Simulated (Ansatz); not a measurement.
**FGeH₅OSSi: one species, many methods**

One table from this session's results is given with a row withheld; the runs are named, their logs left out.

Method: functionals in def2-TZVPP, the program's frozen cores in correlated methods; program: Ansatz 0.2.0, Gaussian basis.

Plan: LDA (SPW92), PBE-D4, revPBE-D4, BLYP-D4, r2SCAN-D4, B97M-V, PBE0-D4, B3LYP-D4, r2SCANh-D4, r2SCAN0-D4, HSE06-D4, BHLYP-D4, CAM-B3LYP-D4, LC-ωPBE, ωB97X-V, ωB97M-V, B2PLYP, PBE-QIDH; CCSD(T)/def2-SVP; CCSD(T)/def2-TZVPP; MP2/def2-QZVPP; extrapolation to the limit; RPA on PBE.

## The relaxed structure

The geometry comes from an earlier relaxation with PBE0-D4 in a triple-zeta def2 set; it is a stationary point, not always the lowest conformer.

SMILES `O[SiH](F)[S][GeH3]`, 10 atoms, charge 0, spin multiplicity 1.

Atoms are counted from 1 here; the program's logs count them from 0.

Bond lengths: O1–Si2 1.634 Å, O1–H6 0.959 Å, Si2–F3 1.598 Å, Si2–S4 2.097 Å, Si2–H7 1.476 Å, S4–Ge5 2.241 Å, Ge5–H8 1.533 Å, Ge5–H9 1.534 Å, Ge5–H10 1.532 Å. Angles: Si2–O1–H6 117.9°, O1–Si2–F3 107.4°, O1–Si2–S4 108.4°, O1–Si2–H7 113.5°, F3–Si2–S4 112.4°, F3–Si2–H7 106.1°, S4–Si2–H7 109.2°, Si2–S4–Ge5 98.4°, S4–Ge5–H8 109.7°, S4–Ge5–H9 104.0°, S4–Ge5–H10 109.7°, H8–Ge5–H9 110.9°, H8–Ge5–H10 111.4°, H9–Ge5–H10 110.9°.

Set-up of the first run:

File in.yaml:

```yaml
crystal:
  periodic: [false, false, false]
  atoms:
    - {symbol: O, position_ang: [-0.009921, 1.558552, 0.617048]}
    - {symbol: Si, position_ang: [0.818339, 0.288281, 1.226304]}
    - {symbol: F, position_ang: [-0.122726, -0.421771, 2.304612]}
    - {symbol: S, position_ang: [1.326097, -0.991904, -0.355490]}
    - {symbol: Ge, position_ang: [-0.567339, -0.815865, -1.541715]}
    - {symbol: H, position_ang: [-0.541567, 2.079758, 1.221942]}
    - {symbol: H, position_ang: [2.045529, 0.677050, 1.948227]}
    - {symbol: H, position_ang: [-1.774453, -0.862378, -0.598338]}
    - {symbol: H, position_ang: [-0.545400, -2.042990, -2.461770]}
    - {symbol: H, position_ang: [-0.545460, 0.479967, -2.357819]}
basis:
  gaussian: {orbitals: def2-TZVPP}
hamiltonian: {xc: lda}
output: {orbitals: {seedname: orbitals}}
```

Steps of the session up to this table: LDA; PBE-D4 (GGA); revPBE-D4 (GGA); BLYP-D4 (GGA); r2SCAN-D4 (meta-GGA); B97M-V (meta-GGA); PBE0-D4 (hybrid); B3LYP-D4 (hybrid); r2SCANh-D4 (hybrid); r2SCAN0-D4 (hybrid); HSE06-D4 (hybrid); BHLYP-D4 (hybrid); CAM-B3LYP-D4 (range-separated); LC-ωPBE (range-separated); ωB97X-V (range-separated); ωB97M-V (range-separated); B2PLYP (double hybrid); PBE-QIDH (double hybrid).

One of the session's tables, all rows but one given; the rest of the session is left out.

It belongs to the step «Frontier levels by functional». 

| functional | HOMO (eV) | gap (eV) |
| --- | --- | --- |
| LDA (SPW92) | -6.54 | 5.06 |
| PBE-D4 | -6.45 | 5.22 |
| revPBE-D4 | -6.40 | 5.27 |
| BLYP-D4 | -6.27 | 5.12 |
| r2SCAN-D4 | -6.74 | 5.81 |
| B97M-V | -6.88 | 5.87 |
| PBE0-D4 | -7.67 | 7.34 |
| B3LYP-D4 | -7.41 | 6.81 |
| r2SCANh-D4 | -7.18 | 6.57 |
| r2SCAN0-D4 | -7.86 | 7.70 |
| HSE06-D4 | -7.27 | 6.57 |
| BHLYP-D4 | -8.73 | 9.32 |
| CAM-B3LYP-D4 | -8.95 | 9.62 |
| LC-ωPBE | ? | ? |
| ωB97X-V | -10.00 | 11.75 |
| ωB97M-V | -9.83 | 11.33 |

**Question.** Estimate the row for LC-ωPBE.

As computed: HOMO (eV): -10.35; gap (eV): 12.23. In the column «HOMO (eV)» it is the lowest.
